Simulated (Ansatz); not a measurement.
# Ge (hcp type): how the settings move a single-point run

How sensitive is a single-point run of Ge (hcp type) to its settings? A reference run comes first, then one run with altered input.

Method: reference: DFT, PBEsol, all-electron PAW with datasets made for the crystal, scalar-relativistic, in Ansatz 0.2.0.

### Step 1. The structure to begin with

Symmetry: P6_3/mmc, No. 194, hexagonal system. The conventional cell has a = 2.179 Å, b = 2.179 Å, c = 3.563 Å, α = 90.00°, β = 90.00°, γ = 120.00°. Ge (site symmetry -6m2) is surrounded by 12 Ge at 2.18 Å.

Coordinates:

```
CELL_PARAMETERS angstrom
2.17903 0.00000 0.00000
-1.08952 1.88710 0.00000
0.00000 0.00000 3.56277
ATOMIC_POSITIONS crystal
Ge 0.33333 0.66667 0.25000
Ge 0.66667 0.33333 0.75000
```

### Step 2. The reference run

Contents of input.yaml:

```yaml
crystal:
  lattice:
    - [2.1790338304, 0.0, 0.0]
    - [-1.0895169152, 1.8870986529, 0.0]
    - [0.0, 0.0, 3.5627705713]
  atoms:
    - { symbol: Ge, position: [0.3333333333, 0.6666666667, 0.25] }
    - { symbol: Ge, position: [0.6666666667, 0.3333333333, 0.75] }
kpoints:
  mp_grid: { grid: [16, 16, 9] }
scf:
  occupations: { method: fermi_dirac, width: 0.08 }
hamiltonian:
  xc: pbesol
  pseudopotentials: { kind: all_electron, datasets: crystal }
output:
  forces: true
  stress: true
  eigenvalues: true
```

Run with:

```sh
$ ansatz run input.yaml --threads 1 --pin off --max-ram 2048MiB --backend cpu --events-out ev --progress --plain --runs-dir out
```

### Step 3. The same system, input altered

input.yaml: that of step 2 with these lines changed.

```diff
@@ -11,3 +11,3 @@
 scf:
-  occupations: { method: fermi_dirac, width: 0.08 }
+  occupations: { method: cold, width: 0.001 }
 hamiltonian:
@@ -19 +19,2 @@
   eigenvalues: true
+accuracy: high
```

(Steps that only read results are left out.)

Before running it: what results should come out? Wanted: for each run, ending; energy change.

**Answer**, as computed:

| run | ending | energy change | cycles | time |
| --- | --- | --- | --- | --- |
| reference | converged | - | 8 | 13 s |
| 1: occupations.method cold, occupations.width 0.001, accuracy high | refused | - | - | 0.03 s |

Residual by cycle in the longest SCF loop of each run; runs are numbered as in the table. The quantity is the density residual dr2, in eV.

| cycle | reference |
| --- | --- |
| 1 | 0.401 |
| 2 | 0.23 |
| 3 | 0.0022 |
| 4 | 0.00118 |
| 5 | 4.3e-6 |
| 6 | 5.6e-7 |
| 7 | 5.1e-7 |
| 8 | 2.8e-11 |

**Reading.** With the changed smearing and accuracy level the run ends refused. The structure is not at rest: the sound run finds 536 GPa, so these are no properties of the relaxed crystal.  1 of the 1 altered inputs did not end normally.
